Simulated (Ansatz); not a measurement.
# C3H9ClS3Zr: how energies converge with the basis set

Aim: see how fast density functionals converge with the basis set for C3H9ClS3Zr.

Computed with Ansatz 0.2.0, Gaussian basis. Level: one geometry, several basis sets.

Plan: PBE0-D4/def2-SVP; ωB97M-V/def2-SVP; PBE0-D4/def2-QZVPP; ωB97M-V/def2-QZVPP; the functionals' def2-TZVPP values are taken from earlier runs.

## Step 1: The geometry

All runs share one geometry, relaxed beforehand with PBE0-D4 in a triple-zeta def2 set. Zr takes the def2 core potential; no spin-orbit term is included.

SMILES `C[S][Zr]([Cl])([S]C)[S]C`, 17 atoms, charge 0, spin multiplicity 1.

Atoms are counted from 1 here; the program's logs count them from 0.

Bond lengths: C1–S2 1.827 Å, C1–H9 1.089 Å, C1–H10 1.097 Å, C1–H11 1.089 Å, S2–Zr3 2.410 Å, Zr3–Cl4 2.361 Å, Zr3–S5 2.391 Å, Zr3–S7 2.409 Å, S5–C6 1.826 Å, C6–H12 1.089 Å, C6–H13 1.089 Å, C6–H14 1.098 Å, S7–C8 1.824 Å, C8–H15 1.089 Å, C8–H16 1.089 Å, C8–H17 1.090 Å. Angles: S2–C1–H9 109.4°, S2–C1–H10 113.4°, S2–C1–H11 108.5°, H9–C1–H10 108.1°, H9–C1–H11 110.1°, H10–C1–H11 107.4°, C1–S2–Zr3 90.8°, S2–Zr3–Cl4 112.6°, S2–Zr3–S5 105.3°, S2–Zr3–S7 108.8°, Cl4–Zr3–S5 112.7°, Cl4–Zr3–S7 110.5°, S5–Zr3–S7 106.6°, Zr3–S5–C6 90.1°, S5–C6–H12 108.7°, S5–C6–H13 109.1°, S5–C6–H14 113.6°, H12–C6–H13 110.4° and more.

## Step 2: PBE0-D4 in def2-SVP

Contents of in.yaml:

```yaml
crystal:
  periodic: [false, false, false]
  atoms:
    - {symbol: C, position_ang: [-2.076718, -0.687773, 1.275222]}
    - {symbol: S, position_ang: [-1.543893, -0.493425, -0.461668]}
    - {symbol: Zr, position_ang: [0.452163, 0.657075, 0.243943]}
    - {symbol: Cl, position_ang: [-0.004316, 2.457672, 1.701218]}
    - {symbol: S, position_ang: [1.527668, 1.352785, -1.775420]}
    - {symbol: C, position_ang: [0.177860, 2.542232, -2.089463]}
    - {symbol: S, position_ang: [1.927853, -0.927665, 1.299628]}
    - {symbol: C, position_ang: [1.639363, -2.522833, 0.464307]}
    - {symbol: H, position_ang: [-2.968099, -0.087489, 1.448653]}
    - {symbol: H, position_ang: [-1.314003, -0.381531, 2.001760]}
    - {symbol: H, position_ang: [-2.292438, -1.740221, 1.454436]}
    - {symbol: H, position_ang: [-0.256851, 2.326296, -3.064201]}
    - {symbol: H, position_ang: [0.582347, 3.552796, -2.069885]}
    - {symbol: H, position_ang: [-0.633897, 2.489596, -1.351822]}
    - {symbol: H, position_ang: [2.498364, -2.741178, -0.168476]}
    - {symbol: H, position_ang: [0.734167, -2.505298, -0.140025]}
    - {symbol: H, position_ang: [1.550430, -3.291049, 1.231794]}
basis:
  gaussian: {orbitals: def2-SVP}
hamiltonian: {xc: pbe0, dispersion: d4}
output: {orbitals: {seedname: orbitals}}
```

Run with:

```bash
$ ansatz run in.yaml --threads 4 --pin off --events-out ev --progress --plain --max-ram 46080MiB --backend cpu
```

After this run come: ωB97M-V in def2-SVP; PBE0-D4 in def2-QZVPP; ωB97M-V in def2-QZVPP.

Q: Predict the results of all the runs planned. Wanted: PBE0-D4: double and triple zeta above quadruple; ωB97M-V: double and triple zeta above quadruple.

As calculated:

| quantity | value |
| --- | --- |
| PBE0-D4: double and triple zeta above quadruple | 21.04, 1.59 eV |
| ωB97M-V: double and triple zeta above quadruple | 21.07, 1.53 eV |

In words: For PBE0-D4 the step from double to triple zeta gains 19.45 eV and the next only 1.59 eV. These are total energies; as a rule much of such shifts cancels in differences, which this series doesn't test.
